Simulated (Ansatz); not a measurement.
# C8H15N2 (1-butyl-3-methylimidazolium): the cost of one run

Program: Ansatz 0.2.0, Gaussian basis. Level of theory: the settings change from run to run. These are calculated values, not measurements.

### Step 1. The relaxed structure

The geometry comes from an earlier relaxation with PBE0-D4/def2-SVP; it is a stationary point, not always the lowest conformer.

SMILES `CCCCn1cc[n+](C)c1`, 25 atoms, charge 1, spin multiplicity 1.

Atoms are counted from 1 here; the program's logs count them from 0.

Bond lengths: C1–C2 1.521 Å, C1–H11 1.101 Å, C1–H12 1.100 Å, C1–H13 1.102 Å, C2–C3 1.523 Å, C2–H14 1.105 Å, C2–H15 1.105 Å, C3–C4 1.521 Å, C3–H16 1.105 Å, C3–H17 1.103 Å, C4–N5 1.469 Å, C4–H18 1.100 Å, C4–H19 1.099 Å, N5–C6 1.372 Å, N5–C10 1.333 Å, C6–C7 1.365 Å, C6–H20 1.088 Å, C7–N8 1.374 Å and more. Angles: C2–C1–H11 111.3°, C2–C1–H12 111.3°, C2–C1–H13 111.4°, H11–C1–H12 107.5°, H11–C1–H13 107.5°, H12–C1–H13 107.6°, C1–C2–C3 112.8°, C1–C2–H14 109.7°, C1–C2–H15 109.3°, C3–C2–H14 109.0°, C3–C2–H15 109.8°, H14–C2–H15 106.0°, C2–C3–C4 114.7°, C2–C3–H16 110.3°, C2–C3–H17 110.0°, C4–C3–H16 109.5°, C4–C3–H17 106.6°, H16–C3–H17 105.4° and more.

### Step 2. wB97/def2-SVPD

This run has charge +2, multiplicity 2, restricted open-shell orbitals.

in.yaml

```yaml
crystal:
  periodic: [false, false, false]
  atoms:
    - {symbol: C, position_ang: [-3.355476, -0.861185, 0.737947]}
    - {symbol: C, position_ang: [-2.222556, 0.080263, 0.360947]}
    - {symbol: C, position_ang: [-1.659995, -0.198976, -1.026283]}
    - {symbol: C, position_ang: [-0.555461, 0.749614, -1.465603]}
    - {symbol: N, position_ang: [0.634729, 0.674405, -0.608401]}
    - {symbol: C, position_ang: [0.997943, 1.579130, 0.357641]}
    - {symbol: C, position_ang: [2.134459, 1.105895, 0.946350]}
    - {symbol: N, position_ang: [2.440142, -0.082273, 0.327641]}
    - {symbol: C, position_ang: [3.593677, -0.919188, 0.623034]}
    - {symbol: C, position_ang: [1.519320, -0.322530, -0.606558]}
    - {symbol: H, position_ang: [-4.195402, -0.779917, 0.030139]}
    - {symbol: H, position_ang: [-3.744481, -0.635174, 1.741352]}
    - {symbol: H, position_ang: [-3.022457, -1.911389, 0.739037]}
    - {symbol: H, position_ang: [-2.577920, 1.125780, 0.401428]}
    - {symbol: H, position_ang: [-1.416800, 0.003626, 1.113881]}
    - {symbol: H, position_ang: [-1.297569, -1.241170, -1.089802]}
    - {symbol: H, position_ang: [-2.461051, -0.120070, -1.780476]}
    - {symbol: H, position_ang: [-0.233238, 0.546899, -2.497359]}
    - {symbol: H, position_ang: [-0.893305, 1.795179, -1.430761]}
    - {symbol: H, position_ang: [0.426244, 2.483723, 0.551695]}
    - {symbol: H, position_ang: [2.743057, 1.520000, 1.747113]}
    - {symbol: H, position_ang: [3.510098, -1.860268, 0.066731]}
    - {symbol: H, position_ang: [3.621286, -1.140074, 1.698127]}
    - {symbol: H, position_ang: [4.517040, -0.402631, 0.326823]}
    - {symbol: H, position_ang: [1.497727, -1.189639, -1.264609]}
basis:
  gaussian: {orbitals: def2-SVPD}
total_charge: 2
magnetization: {spin_polarized: false, initial_magnetization: 1}
hamiltonian: {xc: {name: wB97}}
scf: {omitted_lower_state_checks: [starts]}
output: {forces: true}
```

Command:

```sh
$ ansatz run in.yaml --threads 4 --pin off --events-out ev --progress --plain --max-ram 6963MiB
```

What time and memory should one allow on 4 threads of Arm Neoverse N1, shared host?

About 2.8 min, with a peak of 3 GiB.
